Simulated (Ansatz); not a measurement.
Debugging cell relaxations under several functionals of P, space group R-3m (Ansatz's Python interface).

`run_lattice.py`:
```python
'''How the lattice of P depends on the functional.'''

from dataclasses import dataclass
import warnings

import ansatz as az
import numpy as np


@dataclass(frozen=True)
class RunConfig:
    kmesh: tuple[int, ...] = (6, 6, 6)
    filling: str = 'fixed'
    tolerance: float = 1e-10
    fmax: float = 0.02


opts = RunConfig()

def edges_and_angles(cell):
    cell = np.asarray(cell)
    a, b, c = np.linalg.norm(cell, axis=1)
    cosines = cell[1] @ cell[2] / (b * c), cell[0] @ cell[2] / (a * c), cell[0] @ cell[1] / (a * b)
    return (a, b, c, *np.degrees(np.arccos(cosines)))

warnings.simplefilter('ignore', az.DeckWarning)

system = (
    az.Lattice.from_parameters(3.71022, 3.71022, 3.71022, alpha=55.43694, beta=55.43694, gamma=55.43694)
    .atom('P', (0.22708, 0.22708, 0.22708))
    .atom('P', (0.77292, 0.77292, 0.77292))
)

calculation = (
    system.calculation()
    .kpoints(*opts.kmesh)  # the mesh must be finer for metals
    .occupations(opts.filling)  # no smearing
    .scf(tolerance=opts.tolerance)
    .relax(cell=True, force_tolerance=opts.fmax, max_steps=60)  # relax until the tolerances are met
)

levels = [('lda', 'none'), ('blyp', 'd3bj'), ('pbesol', 'd3bj')]
print('level            a       b       c    alpha   beta  gamma  V/atom  steps')
for name, dispersion in levels:
    seen = []
    run = calculation.functional(name, dispersion=dispersion).session().plan()
    out = run.execute(on_event=lambda e: seen.append(e) if e['event'] == 'relax_step' else None)
    cell = out.lattice.cell_ang
    label = name if dispersion == 'none' else f'{name}+{dispersion}'
    print('{:13s} {:7.4f} {:7.4f} {:7.4f} {:6.2f} {:6.2f} {:6.2f}'.format(label, *edges_and_angles(cell)), f'{abs(np.linalg.det(cell)) / len(out.lattice.sites):7.3f} {len(seen):5d}')
```

`python run_lattice.py` gives:
```text
level            a       b       c    alpha   beta  gamma  V/atom  steps
RunWarning: iter 1: σ=0 fill of 5 bands saw a band overlap (occupied 10.4505 eV > unoccupied 9.6965 eV) — on an unconverged iterate often a transient of an unconverged empty band; one that stands at the close is told there (band_overlap_at_count); if the run fails to converge, the spectrum is likely genuinely metallic [...]
RunWarning: a fill by count may have filled part of one level: at k-index 31 the highest filled band, 10.143338 eV, and the lowest empty band, 10.143338 eV, stand 5.151e-14 eV apart, within the solve's uncertainty, 1.000e-5 eV. If they are one level, whatever splits it, however little, can move the result. A smearing [...]
RunWarning: the bands overlap at the fill by count (5 filled at each k-point of a channel): the highest filled level, 11.077490 eV at k-index 14, stands 0.9342 eV over the lowest empty one, 10.143338 eV at k-index 31, so that a fill of the lowest levels lies lower and no gap is reported. A metal, or a carrier in a [...]
lda            3.6020  3.6020  3.6020  57.11  57.11  57.11  15.423     7
blyp+d3bj      3.7005  3.7005  3.7005  55.84  55.84  55.84  16.189     4
pbesol+d3bj    3.5108  3.5108  3.5108  58.01  58.01  58.01  14.602     8
```
(Warnings from the package without file and line, shortened, repeats left out.)

No error stopped it. What is wrong with the input all the same?

The fault: fixed occupations, though the bands overlap at this level of theory. The correction:

```diff
--- before
+++ after
@@ -12,3 +12,4 @@
     kmesh: tuple[int, ...] = (6, 6, 6)
-    filling: str = 'fixed'
+    filling: str = 'fermi_dirac'
+    smearing_width: float = 0.05
     tolerance: float = 1e-10
@@ -36,3 +37,3 @@
     .kpoints(*opts.kmesh)  # the mesh must be finer for metals
-    .occupations(opts.filling)  # no smearing
+    .occupations(opts.filling, width=opts.smearing_width)  # smearing steadies the SCF of a metal
     .scf(tolerance=opts.tolerance)
```

The mended script runs so:

`python run_lattice.py` gives:
```text
level            a       b       c    alpha   beta  gamma  V/atom  steps
lda            3.6104  3.6104  3.6104  56.52  56.52  56.52  15.303     7
blyp+d3bj      3.6952  3.6952  3.6952  56.00  56.00  56.00  16.186     5
pbesol+d3bj    3.5168  3.5168  3.5168  57.43  57.43  57.43  14.467     8
```

Reading the output:
- BLYP and dispersion corrections can be off by several per cent in the lattices of metals, and by several GPa in the pressure at a fixed cell.
- The mesh is modest for a metal, so energies can be off by several to tens of meV an atom and pressures by half a GPa or more; differences at equal mesh fare better.
- Edges and angles are those of the cell as typed, here a primitive one, not of the conventional cell.
- This isn't the structure that P takes at ambient conditions.
- It ran for 6.9 s on 1 thread of AMD EPYC 9R45 96-Core Processor (Zen 5), on a shared host, peak memory 0.39 GiB.

(A comment or docstring line of the script was reworded after the run, the code is as it ran.)
